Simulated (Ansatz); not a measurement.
I need an atomisation energy of C2H7SSi, SMILES C[SiH](C)[S]. Use Ansatz 0.2.0, Python API. Settings (for the species named): B3LYP, STO-3G basis, multiplicity 2.

```xyz
11

C    -0.9056    1.1957   -0.1614
Si   -0.4273   -0.5352   -0.1408
C     1.2907   -0.7179    0.4282
S    -0.5172   -1.3343   -2.1116
H    -0.3173    1.8310   -0.8529
H    -0.8947    1.6979    0.8253
H    -1.9615    1.3461   -0.5128
H    -1.2889   -1.2858    0.7445
H     2.0266   -0.1603   -0.1604
H     1.4406   -0.3244    1.4804
H     1.6200   -1.7698    0.4819
```

`run_tae.py`
```python
'''Atomisation energy of C2H7SSi at the given geometry.'''

from collections import Counter

import ansatz as az
from ase import Atoms


def energy(molecule, charge=0, unpaired=0):
    calc = molecule.calculation().basis(gaussian='STO-3G').functional('b3lyp')
    if charge:
        calc = calc.charge(charge)
    if unpaired:
        calc = calc.spin('collinear', total=unpaired)
    return calc.run(threads=1, pin='off').report['free_energy_ev']

atoms = Atoms(['C', 'Si', 'C', 'S', 'H', 'H', 'H', 'H', 'H', 'H', 'H'], positions=[
    (-0.9056, 1.1957, -0.1614),
    (-0.4273, -0.5352, -0.1408),
    (1.2907, -0.7179, 0.4282),
    (-0.5172, -1.3343, -2.1116),
    (-0.3173, 1.831, -0.8529),
    (-0.8947, 1.6979, 0.8253),
    (-1.9615, 1.3461, -0.5128),
    (-1.2889, -1.2858, 0.7445),
    (2.0266, -0.1603, -0.1604),
    (1.4406, -0.3244, 1.4804),
    (1.62, -1.7698, 0.4819),
])
mol = az.Crystal.molecule_from_ase(atoms)

# unpaired electrons of the ground-state atoms
unpaired = {'C': 2, 'Si': 2, 'S': 2, 'H': 1}
counts = Counter(site.symbol for site in mol.cartesian_sites)
atom_energy = {s: energy(az.Crystal.molecule().atom(s, (0, 0, 0)), 0, unpaired[s]) for s in counts}
whole = energy(mol, 0, 1)
for s, e in atom_energy.items():
    print(f'{s:2s} x{counts[s]}  {e:14.5f} eV')
print(f'C2H7SSi: {whole:.5f} eV')
split = sum(counts[s] * e for s, e in atom_energy.items()) - whole
print(f'atomisation energy (no zero-point term): {23.060548 * split:.1f} kcal/mol, {split / sum(counts.values()):.3f} eV an atom')
```

Output of `python run_tae.py`:
```text
C  x2     -1016.41049 eV
Si x1     -7780.88064 eV
S  x1    -10712.37885 eV
H  x7       -12.72221 eV
C2H7SSi: -20664.42366 eV
atomisation energy (no zero-point term): 1136.6 kcal/mol, 4.481 eV an atom
```

1136.6 kcal/mol from the electronic energies, without the zero-point term.

Reading the output:
- The settings weren't tested for convergence.
- The geometry is a force-field or estimated start, not a minimum of this method, and the basis set is short of its limit. All parts are taken at fixed geometry, without zero-point energy.
- The run takes the species as open-shell (spin multiplicity 2), which needn't be its ground state.
- b3lyp holds the VWN-RPA fit, as in Gaussian; the form of ORCA and Turbomole is b3lyp5.
- Timing: 5.8 s on 1 thread of Arm Neoverse V1, on a shared host, peak memory 0.21 GiB.
